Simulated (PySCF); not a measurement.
# [PmF2]+: other functionals and bases at one geometry

Aim: see how levels, charges and forces of [PmF2]+ depend on the level of theory. The structure is generated, not taken from experiment.

The runs use PySCF 2.14.0; several levels, as the steps say, no spin–orbit coupling.

1 further run of the same task is left out (for a known fault of the program).

## (1) Starting geometry

3 atoms, charge 1, spin multiplicity 1.

Bond lengths: Pm1–F2 1.983 Å, Pm1–F3 1.983 Å. Angles: F2–Pm1–F3 108.9°.

Coordinates:

```xyz
3
F2Pm
Pm    0.00000    0.00000   -0.36743
F     1.61275    0.00000    0.78585
F    -1.61275    0.00000    0.78585
```

Formal oxidation states: Pm +3. Each metal's 4 4f electrons lie in its core potential, so multiplicities, spins and levels count the valence alone. An earlier session relaxed this geometry at PBE0, Pm lcecp-1-SVP with ECP50, F def2-SVP (singlet, point group C2v).

At PBE0 on the finer grid: E = -233.348841 Eh, HOMO -15.98 eV, LUMO -7.74 eV, Mulliken charge on Pm1 +1.67 e, largest force component 0.002 eV/Å. 

Levels to run: revPBE; TPSS; PBE0, TZVP. Hardware: 2 threads of Arm Neoverse V1, shared host.

## (2) revPBE

The input, run.py (the lines that set the calculation):

```python
mol = gto.M(atom='''
Pm     0.00000     0.00000    -0.36743
F      1.61275     0.00000     0.78585
F     -1.61275     0.00000     0.78585''',
    basis={'Pm': 'lcecp-1-SVP', 'F': 'def2-SVP'},
    ecp={'Pm': 'lcecp-1-SVP'},
    charge=1, spin=0)
mf = dft.RKS(mol, xc='PBE_R,PBE')
mf.grids.atom_grid = (75, 302)  # f atoms: unpruned, at least (60, 302)
mf = mf.density_fit()  # fitting sets: Pm AutoAux, F def2-universal-JKFIT
mf.conv_tol = 1e-08; mf.max_cycle = 55
mf.kernel(dm0)  # dm0: the density of the relaxed state
```

Started as:

```bash
> OMP_NUM_THREADS=2 python run.py
```

## (3) TPSS

Edit run.py (the lines that set the calculation) of step 2 so:

```diff
@@ -7,3 +7,3 @@
     charge=1, spin=0)
-mf = dft.RKS(mol, xc='PBE_R,PBE')
+mf = dft.RKS(mol, xc='TPSS')
 mf.grids.atom_grid = (75, 302)  # f atoms: unpruned, at least (60, 302)
```

## (4) PBE0, TZVP

Basis: Pm lcecp-1-TZVP with ECP50, F def2-TZVP. 

The input, run.py (the lines that set the calculation):

```python
mol = gto.M(atom='''
Pm     0.00000     0.00000    -0.36743
F      1.61275     0.00000     0.78585
F     -1.61275     0.00000     0.78585''',
    basis={'Pm': 'lcecp-1-TZVP', 'F': 'def2-TZVP'},
    ecp={'Pm': 'lcecp-1-TZVP'},
    charge=1, spin=0)
mf = dft.RKS(mol, xc='PBE0')
mf.grids.atom_grid = (75, 302)  # f atoms: unpruned, at least (60, 302)
mf = mf.density_fit()  # fitting sets: Pm AutoAux, F def2-universal-JKFIT
mf.conv_tol = 1e-08; mf.max_cycle = 55
mf.kernel(dm0)  # dm0: free metal ions and neutral atoms
```

**Question.** What will these runs give? Wanted: for each run, HOMO; gap; charge on Pm1; dipole; largest force.

The runs gave:

| level | state | HOMO (eV) | gap (eV) | charge on Pm1 (e) | dipole (D) | largest force (eV/Å) | basis functions | time |
| --- | --- | --- | --- | --- | --- | --- | --- | --- |
| PBE0 (relaxed here) | singlet | -15.98 | 8.24 | 1.67 | 6.45 | 0.00 | 61 | 3.6 s |
| revPBE | singlet | -14.03 | 5.61 | 1.53 | 5.94 | 0.65 | 61 | 2.2 s |
| TPSS | singlet | -14.16 | 5.93 | 1.59 | 6.10 | 0.54 | 61 | 2.5 s |
| PBE0, TZVP | singlet | -16.02 | 8.36 | 1.85 | 6.50 | 0.25 | 109 | 6.3 s |

Times are on 2 threads of Arm Neoverse V1, shared host; the first row also made further properties. The dipole of a charged species depends on the origin, so these sizes hold for this origin alone.

In one basis the HOMO–LUMO gap runs from 5.61 eV (revPBE) to 8.24 eV (PBE0). The largest leftover force, 0.65 eV/Å with revPBE, stands at a geometry relaxed at another level. The Mulliken charge on Pm spans +1.53 to +1.85 e over the levels. With 4f in the core, its levels are missing from HOMO and gap. Total energies of different levels can't be compared. Spin–orbit coupling is left out throughout.
